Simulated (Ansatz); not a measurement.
# GaH3 (triplet): one geometry, many settings at scale of all distances = 0.872

What do other methods and options give for GaH3 (triplet) at this geometry, and how long do they take?

The runs use Ansatz 0.2.0, Gaussian basis; the settings change from run to run.

13 further runs of the same task are left out: 10 that didn't finish, 3 set aside as unsound or not needed.

## 1. What is computed

The geometry derives from a PBE0/def2-TZVP stationary point (not a proven minimum). All distances are scaled together. No spin-orbit coupling is included. The filled d shell of Ga may be among the frozen orbitals whatever the setting's name suggests; the logs give the count.

4 atoms, charge 0, spin multiplicity 3.

Atoms are counted from 1 here; the program's logs count them from 0.

Bond lengths: Ga1–H2 1.382 Å, Ga1–H3 1.705 Å, Ga1–H4 1.705 Å, H3–H4 0.707 Å. Angles: H2–Ga1–H3 100.5°, H2–Ga1–H4 100.5°, H3–Ga1–H4 23.9°, Ga1–H3–H4 78.0°, Ga1–H4–H3 78.0°.

As a file:

```xyz
4
GaH3
Ga    0.0000    0.0242   -0.0398
H     0.0000   -1.2885   -0.4722
H     0.3535   -0.1920    1.6142
H    -0.3535   -0.1920    1.6142
```

## 2. CCSD(T) on UHF/cc-pVDZ

Contents of in.yaml:

```yaml
crystal:
  periodic: [false, false, false]
  atoms:
    - {symbol: Ga, position_ang: [0.000000, 0.024177, -0.039846]}
    - {symbol: H, position_ang: [0.000000, -1.288466, -0.472164]}
    - {symbol: H, position_ang: [0.353524, -0.191978, 1.614230]}
    - {symbol: H, position_ang: [-0.353524, -0.191978, 1.614230]}
basis:
  gaussian: {orbitals: cc-pVDZ}
magnetization: {spin_polarized: true, initial_magnetization: 2}
correlation: {method: ccsd_t, electrons: outside_noble_gas, diis_vectors: 1}
scf: {lower_state_search: full}
```

Started as:

```bash
> ansatz run in.yaml --threads 1 --pin off --events-out ev --progress --plain --max-ram 2393MiB
```

The log of the run:

```text
Functional definition: HF
  name "HF"
  cite "Fock, Z. Phys. 61, 126 (1930) doi:10.1007/BF01340294"
  parent pbe
  exchange = exact_x
  correlation = 0
450 factors; integrals over basis functions are off by at most 9.7e-4 eV
mean field evaluation 1: about -52375.8202 eV, gradient 8.0e0 eV
mean field evaluation 2: about -52375.8255 eV, gradient 8.0e0 eV
mean field evaluation 4: about -52376.7794 eV, gradient 8.9e-1 eV
mean field evaluation 8: about -52376.8065 eV, gradient 7.7e-5 eV
mean field evaluation 16: about -52376.7991 eV, gradient 2.1e-1 eV
mean field evaluation 32: about -52373.4384 eV, gradient 6.2e-4 eV
mean field evaluation 64: about -52373.4384 eV, gradient 9.8e-3 eV
mean field evaluation 96: about -52372.2171 eV, gradient 4.7e0 eV
mean field evaluation 128: about -52371.0916 eV, gradient 1.2e-1 eV
mean field -52376.80646216 eV, -1924.8121352100 hartree, gradient 3.7e-6 eV, S^2 2.003941; 3 other end points of the search recorded, 0 dependent functions left out
determinant -52376.80646216 eV, -1924.8121352100 hartree, with singles and doubles -52379.15174414 eV, -1924.8983227330 hartree
determinant -52373.43836180 eV, -1924.6883598047 hartree, with singles and doubles -52375.75532346 eV, -1924.7735065751 hartree
14 core orbitals not correlated: weight in the atoms' cores, before any rotation towards them, 0.993 or more for the frozen orbitals, at most 0.006 for the correlated occupied ones
reference -52376.80646216 eV, -1924.8121352100 hartree; 4, 2 occupied and 24, 26 virtual orbitals, 450 factors
second order -1.80806942 eV of doubles, -0.00000000 eV of singles
cycle   1  -2.34536629 eV  change   -8.4e-5 eV  update   1.9e-4
cycle   2  -2.34542693 eV  change   -6.1e-5 eV  update   1.1e-4
cycle   3  -2.34542493 eV  change    2.0e-6 eV  update   3.8e-5
cycle   4  -2.34541755 eV  change    7.4e-6 eV  update   1.5e-5
cycle   5  -2.34541911 eV  change   -1.6e-6 eV  update   6.9e-6
perturbative correction -0.03439217 eV, -0.0012638888 hartree
Total energy: -52379.18627344 eV, -1924.8995916612 hartree
```

It took 1.1 s on 1 thread of Arm Neoverse V2, shared host.

From the report: ⟨S²⟩ of the determinant 2.004 (pure triplet: 2.00); correlation -2.3798 eV; T1 0.013; largest double amplitude 0.04.

## 3. CASCI(4,8)/cc-pVDZ

Changes to in.yaml since step 2:

```diff
@@ -9,4 +9,3 @@
   gaussian: {orbitals: cc-pVDZ}
-magnetization: {spin_polarized: true, initial_magnetization: 2}
-correlation: {method: ccsd_t, electrons: outside_noble_gas, diis_vectors: 1}
-scf: {lower_state_search: full}
+magnetization: {spin_polarized: false, initial_magnetization: 2}
+correlation: {active_space: {window: {electrons: 4, orbitals: 8}, fixed_orbitals: true}}
```

The command is unchanged.

The log of the run:

```text
Functional definition: HF
  name "HF"
  cite "Fock, Z. Phys. 61, 126 (1930) doi:10.1007/BF01340294"
  parent pbe
  exchange = exact_x
  correlation = 0
450 factors; integrals over basis functions are off by at most 9.7e-4 eV
mean field evaluation 1: about -52375.8130 eV, gradient 9.8e0 eV
mean field evaluation 2: about -52375.8179 eV, gradient 9.8e0 eV
mean field evaluation 4: about -52376.7551 eV, gradient 7.6e-1 eV
mean field evaluation 8: about -52376.7632 eV, gradient 9.1e-4 eV
mean field -52376.76324946 eV, -1924.8105471723 hartree, gradient 2.3e-6 eV, S^2 2.000000; 0 other end points of the search recorded, 0 dependent functions left out
reference -52376.76324946 eV, -1924.8105471723 hartree; 18, 16 occupied and 24, 26 virtual orbitals, 450 factors
state -52376.92966068 eV, -1924.8166626718 hartree
Total energy: -52376.92966068 eV, -1924.8166626718 hartree
```

It took 0.33 s on 1 thread of Arm Neoverse V2, shared host.

From the report: 384 determinants; active occupations 1.99, 1.00, 1.00, 0.01, 0.00, 0.00, 0.00, 0.00.

## 4. MP2 on UHF/def2-mTZVP

Contents of in.yaml:

```yaml
crystal:
  periodic: [false, false, false]
  atoms:
    - {symbol: Ga, position_ang: [0.000000, 0.024177, -0.039846]}
    - {symbol: H, position_ang: [0.000000, -1.288466, -0.472164]}
    - {symbol: H, position_ang: [0.353524, -0.191978, 1.614230]}
    - {symbol: H, position_ang: [-0.353524, -0.191978, 1.614230]}
basis:
  gaussian: {orbitals: def2-mTZVP, point_charges: [{charge: 1.00, position_ang: [3.551, -0.254, 0.629]}]}
magnetization: {spin_polarized: true, initial_magnetization: 2}
hamiltonian: {pseudopotentials: {relativity: none}}
correlation: {method: mp2, electrons: outside_noble_gas}
accuracy: high
```

Launched as before.

The log of the run:

```text
Functional definition: HF
  name "HF"
  cite "Fock, Z. Phys. 61, 126 (1930) doi:10.1007/BF01340294"
  parent pbe
  exchange = exact_x
  correlation = 0
810 factors; integrals over basis functions are off by at most 4.3e-9 eV
mean field evaluation 1: about -52376.7364 eV, gradient 8.6e0 eV
mean field evaluation 2: about -52376.9251 eV, gradient 8.7e0 eV
mean field evaluation 4: about -52377.9004 eV, gradient 2.3e0 eV
mean field evaluation 8: about -52377.9520 eV, gradient 3.0e-1 eV
mean field evaluation 16: about -52377.9553 eV, gradient 1.5e-8 eV
mean field -52377.95528728 eV, -1924.8543537545 hartree, gradient 2.5e-8 eV, S^2 2.003867; 0 other end points of the search recorded, 0 dependent functions left out
14 core orbitals not correlated: weight in the atoms' cores, before any rotation towards them, 0.993 or more for the frozen orbitals, at most 0.006 for the correlated occupied ones
reference -52377.95528728 eV, -1924.8543537545 hartree; 4, 2 occupied and 27, 29 virtual orbitals, 810 factors
second order -1.42393140 eV of doubles, -0.00000000 eV of singles
Total energy: -52379.37921869 eV, -1924.9066822684 hartree
```

It took 0.54 s on 1 thread of Arm Neoverse V2, shared host.

From the report: ⟨S²⟩ of the determinant 2.004 (pure triplet: 2.00).

## 5. CASSCF(6,7)/cc-pVDZ

Contents of in.yaml:

```yaml
crystal:
  periodic: [false, false, false]
  atoms:
    - {symbol: Ga, position_ang: [0.000000, 0.024177, -0.039846]}
    - {symbol: H, position_ang: [0.000000, -1.288466, -0.472164]}
    - {symbol: H, position_ang: [0.353524, -0.191978, 1.614230]}
    - {symbol: H, position_ang: [-0.353524, -0.191978, 1.614230]}
basis:
  gaussian: {orbitals: cc-pVDZ}
magnetization: {spin_polarized: false, initial_magnetization: 2}
correlation: {active_space: {window: {electrons: 6, orbitals: 7}, states: [{multiplicity: 3, weights: [0.5, 1]}], root: 0}}
scf: {lower_state_search: light}
```

The command is unchanged.

The log of the run:

```text
Functional definition: HF
  name "HF"
  cite "Fock, Z. Phys. 61, 126 (1930) doi:10.1007/BF01340294"
  parent pbe
  exchange = exact_x
  correlation = 0
820 factors; integrals over basis functions are off by at most 1.5e-7 eV
mean field evaluation 1: about -52375.8119 eV, gradient 9.8e0 eV
mean field evaluation 2: about -52375.8177 eV, gradient 9.8e0 eV
mean field evaluation 4: about -52376.7554 eV, gradient 7.6e-1 eV
mean field evaluation 8: about -52376.7634 eV, gradient 9.2e-4 eV
mean field -52376.76341425 eV, -1924.8105532285 hartree, gradient 2.7e-6 eV, S^2 2.000000; 0 other end points of the search recorded, 0 dependent functions left out
reference -52376.76341425 eV, -1924.8105532285 hartree; 18, 16 occupied and 24, 26 virtual orbitals, 820 factors
state -52377.58521063 eV, -1924.8407536882 hartree
state -52374.31233215 eV, -1924.7204776226 hartree
Total energy: -52377.58521063 eV, -1924.8407536882 hartree
```

Run time: 1.7 s. Hardware: 1 thread of Arm Neoverse V2, shared host.

From the report: 1,225 determinants; active occupations (of the averaged states) 1.98, 1.97, 1.00, 0.67, 0.34, 0.02, 0.02.

## 6. BCCD(T) on ROHF/6-31G*

Contents of in.yaml:

```yaml
crystal:
  periodic: [false, false, false]
  atoms:
    - {symbol: Ga, position_ang: [0.000000, 0.024177, -0.039846]}
    - {symbol: H, position_ang: [0.000000, -1.288466, -0.472164]}
    - {symbol: H, position_ang: [0.353524, -0.191978, 1.614230]}
    - {symbol: H, position_ang: [-0.353524, -0.191978, 1.614230]}
basis:
  gaussian: {orbitals: "6-31G*"}
magnetization: {spin_polarized: false, initial_magnetization: 2}
correlation: {method: bccd_t, electrons: outside_noble_gas}
scf: {lower_state_search: off}
```

Launched as before.

The log of the run:

```text
Functional definition: HF
  name "HF"
  cite "Fock, Z. Phys. 61, 126 (1930) doi:10.1007/BF01340294"
  parent pbe
  exchange = exact_x
  correlation = 0
these checks for a lower state are left out or cut short: stability, starts, cluster_reference, orbital_swaps, neighbouring_geometries, increment
407 factors; integrals over basis functions are off by at most 1.0e-3 eV
mean field evaluation 1: about -52368.8332 eV, gradient 1.0e1 eV
mean field evaluation 2: about -52368.8422 eV, gradient 1.0e1 eV
mean field evaluation 4: about -52369.7371 eV, gradient 2.3e0 eV
mean field evaluation 8: about -52369.7594 eV, gradient 9.6e-2 eV
mean field -52369.75955724 eV, -1924.5531662307 hartree, gradient 1.9e-6 eV, S^2 2.000000; 0 other end points of the search recorded, 0 dependent functions left out
14 core orbitals not correlated: weight in the atoms' cores, before any rotation towards them, 0.993 or more for the frozen orbitals, at most 0.005 for the correlated occupied ones
reference -52369.75955724 eV, -1924.5531662307 hartree; 4, 2 occupied and 23, 25 virtual orbitals, 407 factors
second order -1.35829936 eV of doubles, -0.01656329 eV of singles
cycle   1  -1.70632710 eV  change   -3.3e-1 eV  update   4.6e-2
cycle   2  -1.84108567 eV  change   -1.3e-1 eV  update   1.9e-2
cycle   3  -1.84334295 eV  change   -2.3e-3 eV  update   6.7e-3
cycle   4  -1.84413259 eV  change   -7.9e-4 eV  update   2.3e-3
cycle   5  -1.84359045 eV  change    5.4e-4 eV  update   6.7e-4
cycle   6  -1.84363888 eV  change   -4.8e-5 eV  update   2.1e-4
cycle   7  -1.84373747 eV  change   -9.9e-5 eV  update   6.5e-5
cycle   8  -1.84369887 eV  change    3.9e-5 eV  update   2.1e-5
cycle   9  -1.84370179 eV  change   -2.9e-6 eV  update   6.3e-6
perturbative correction -0.02862938 eV, -0.0010521104 hartree
Total energy: -52371.63188842 eV, -1924.6219731323 hartree
Checks for a lower state left out: stability, starts, cluster_reference, orbital_swaps, neighbouring_geometries, increment
```

Wall time 0.54 s (1 thread of Arm Neoverse V2, shared host).

From the report: correlation -1.8723 eV; largest double amplitude 0.03.

## 7. CCSD(T) on UHF/cc-pVDZ

Changes to in.yaml since step 6:

```diff
@@ -8,5 +8,4 @@
 basis:
-  gaussian: {orbitals: "6-31G*"}
-magnetization: {spin_polarized: false, initial_magnetization: 2}
-correlation: {method: bccd_t, electrons: outside_noble_gas}
-scf: {lower_state_search: off}
+  gaussian: {orbitals: cc-pVDZ}
+magnetization: {spin_polarized: true, initial_magnetization: 2}
+correlation: {method: ccsd_t, electrons: valence, diis_vectors: 4}
```

Same command.

The log of the run:

```text
Functional definition: HF
  name "HF"
  cite "Fock, Z. Phys. 61, 126 (1930) doi:10.1007/BF01340294"
  parent pbe
  exchange = exact_x
  correlation = 0
450 factors; integrals over basis functions are off by at most 9.7e-4 eV
mean field evaluation 1: about -52375.8202 eV, gradient 8.0e0 eV
mean field evaluation 2: about -52375.8255 eV, gradient 8.0e0 eV
mean field evaluation 4: about -52376.7794 eV, gradient 8.9e-1 eV
mean field evaluation 8: about -52376.8065 eV, gradient 7.7e-5 eV
mean field evaluation 16: about -52376.7991 eV, gradient 2.1e-1 eV
mean field evaluation 32: about -52373.4224 eV, gradient 5.6e-1 eV
mean field -52376.80646216 eV, -1924.8121352100 hartree, gradient 3.7e-6 eV, S^2 2.003941; 1 other end points of the search recorded, 0 dependent functions left out
determinant -52376.80646216 eV, -1924.8121352100 hartree, with singles and doubles -52379.73376995 eV, -1924.9197117869 hartree
determinant -52373.43836176 eV, -1924.6883598030 hartree, with singles and doubles -52376.32622890 eV, -1924.7944869629 hartree
9 core orbitals not correlated: weight in the atoms' cores, before any rotation towards them, 1.000 or more for the frozen orbitals, at most 0.000 for the correlated occupied ones
reference -52376.80646216 eV, -1924.8121352100 hartree; 9, 7 occupied and 24, 26 virtual orbitals, 450 factors
second order -2.37542099 eV of doubles, -0.00000000 eV of singles
cycle   1  -2.92730326 eV  change    4.5e-6 eV  update   3.0e-4
cycle   2  -2.92733356 eV  change   -3.0e-5 eV  update   1.8e-4
cycle   3  -2.92733016 eV  change    3.4e-6 eV  update   7.0e-5
cycle   4  -2.92732119 eV  change    9.0e-6 eV  update   2.7e-5
cycle   5  -2.92734043 eV  change   -1.9e-5 eV  update   6.5e-6
cycle   6  -2.92734569 eV  change   -5.3e-6 eV  update   2.1e-6
perturbative correction -0.07615634 eV, -0.0027986939 hartree
Total energy: -52379.80996419 eV, -1924.9225118736 hartree
```

Run time: 1.3 s. Hardware: 1 thread of Arm Neoverse V2, shared host.

From the report: ⟨S²⟩ of the determinant 2.004 (pure triplet: 2.00); correlation -3.0035 eV; T1 0.010; largest double amplitude 0.04.

## 8. All runs side by side

Where basis and cores are those of an earlier FCI/cc-pVDZ run (-52379.1822 eV), and the state is the same kind, the miss against it is given.

| level | correlated | functions | energy (eV) | from FCI (meV) | time |
| --- | --- | --- | --- | --- | --- |
| CCSD(T) on UHF/cc-pVDZ | outside noble gas | 42 | -52379.1863 | -4.0 | 1.1 s |
| CASCI(4,8)/cc-pVDZ |  | 42 | -52376.9297 | 2252.6 | 0.33 s |
| MP2 on UHF/def2-mTZVP (beside a point charge) | outside noble gas | 45 | -52379.3792 |  | 0.54 s |
| CASSCF(6,7)/cc-pVDZ (lowest root of an average) |  | 42 | -52377.5852 |  | 1.7 s |
| BCCD(T) on ROHF/6-31G* | outside noble gas | 41 | -52371.6319 |  | 0.54 s |
| CCSD(T) on UHF/cc-pVDZ | valence | 42 | -52379.8100 |  | 1.3 s |

## 9. What came out

| quantity | value |
| --- | --- |
| runs | 6 |
| quickest | CASCI(4,8)/cc-pVDZ, 0.33 s |
| slowest | CASSCF(6,7)/cc-pVDZ (lowest root of an average), 1.7 s |

What this shows: Total energies in different bases, with other cores or another treatment of relativity can't be set against each other. CASSCF(6,7)/cc-pVDZ (lowest root of an average) took 5 times as long as CASCI(4,8)/cc-pVDZ; the jobs differ in more than the method. Hartree-Fock, CASSCF and CASCI lack dynamic correlation by design.
